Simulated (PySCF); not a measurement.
**CSe: changing the method**

What do other methods print for CSe?

Program: PySCF 2.14.0. Level of theory: method and basis as typed in the scripts. These are calculated values, not measurements.

4 further runs of the same task are left out: 1 for a known fault of the program, 3 that didn't finish.

## 1. Starting geometry

CSe: 2 atoms, charge 0, spin multiplicity 1.

Bond lengths: C1–Se2 1.916 Å.

## 2. The run that the others are compared with

File input.py:

```python
from pyscf import gto, scf, cc

mol = gto.M(
    atom='C 0 0 0; Se 0 0 1.916',
    basis='6-31g*',
    charge=0,
    spin=0,
    symmetry=True,
    verbose=4,
)
mf = scf.RHF(mol)
mf.kernel()
mycc = cc.CCSD(mf)
mycc.kernel()
mf.dip_moment()
print('orbital energies (hartree):', mf.mo_energy[..., max(0, mol.nelec[1]-3):mol.nelec[0]+3].round(4))
```

The run is started by

```console
$ OMP_NUM_THREADS=1 python input.py
```

The log of this run is left out.

It gives: E(SCF) = -2437.264714 Eh, 10 cycles, E(CCSD) − E(SCF) = -0.41926 Eh, μ = 0.19 D (of the SCF density).

The bond length is a typed value, not an optimised one.

## 3. MP2

Edit 1 changes step after the SCF: ccsd → mp2; frozen orbitals: none → 10.

File input.py:

```python
from pyscf import gto, scf, mp

mol = gto.M(
    atom='C 0 0 0; Se 0 0 1.916',
    basis='6-31g*',
    charge=0,
    spin=0,
    symmetry=True,
    verbose=4,
)
mf = scf.RHF(mol)
mf.kernel()
mp.MP2(mf, frozen=10).kernel()
mf.dip_moment()
print('orbital energies (hartree):', mf.mo_energy[..., max(0, mol.nelec[1]-3):mol.nelec[0]+3].round(4))
```

The run is started by

```console
$ OMP_NUM_THREADS=1 python input.py
```

## 4. Geometry optimisation

Edit 2 changes step after the SCF: ccsd → optimize.

File input.py:

```python
from pyscf import gto, scf
from pyscf.geomopt.geometric_solver import optimize

mol = gto.M(
    atom='C 0 0 0; Se 0 0 1.916',
    basis='6-31g*',
    charge=0,
    spin=0,
    symmetry=True,
    verbose=4,
)
mf = scf.RHF(mol)
mf.kernel()
mol_eq = optimize(mf, maxsteps=30)
print('optimised geometry (angstrom)')
print(mol_eq.tostring('raw'))
print('orbital energies (hartree):', mf.mo_energy[..., max(0, mol.nelec[1]-3):mol.nelec[0]+3].round(4))
```

## 5. ROHF

Edit 3 changes SCF type: RHF → ROHF.

input.py, as its differences from that of step 2:

```diff
@@ -10,3 +10,3 @@
 )
-mf = scf.RHF(mol)
+mf = scf.ROHF(mol)
 mf.kernel()
```

## 6. CCSD(T)

Edit 4 changes step after the SCF: ccsd → ccsd(t); frozen orbitals: none → 10.

input.py, as its differences from that of step 2:

```diff
@@ -12,4 +12,5 @@
 mf.kernel()
-mycc = cc.CCSD(mf)
+mycc = cc.CCSD(mf, frozen=10)
 mycc.kernel()
+mycc.ccsd_t()
 mf.dip_moment()
```

What does the calculation give? Wanted: for each run, E(SCF); from base; gap; SCF dipole; after the SCF.

**Answer**, as computed:

| run | E(SCF) (hartree) | from base (eV) | cycles | gap (eV) | SCF dipole (D) | after the SCF |
| --- | --- | --- | --- | --- | --- | --- |
| base | -2437.264714 | 0 | 10 | 11.05 | 0.19 | CCSD correlation -11.409 eV |
| MP2 | -2437.264714 | 0.0000 | 10 | 11.05 | 0.19 | MP2 correlation -10.602 eV, core frozen |
| geometry optimisation | -2437.264714 | 0.0000 | 10 | 11.05 | n/a | bond 1.656 Å, -1.159 eV |
| ROHF | -2437.264714 | 0.0000 | 10 | n/a | 0.19 | CCSD correlation -11.409 eV |
| CCSD(T) | -2437.264714 | 0.0000 | 10 | 11.05 | 0.19 | CCSD(T) correlation -11.270 eV, core frozen |

SCF columns refer to the geometry typed in the script.

**Reading.** No change of the SCF energy comes from ROHF. On the same reference and core, CCSD(T) gains 11.27 eV in 1.4 s; MP2 reaches 94 % of that in 0.83 s. The dearest run is “ROHF”, at 15 s against 3.7 s.
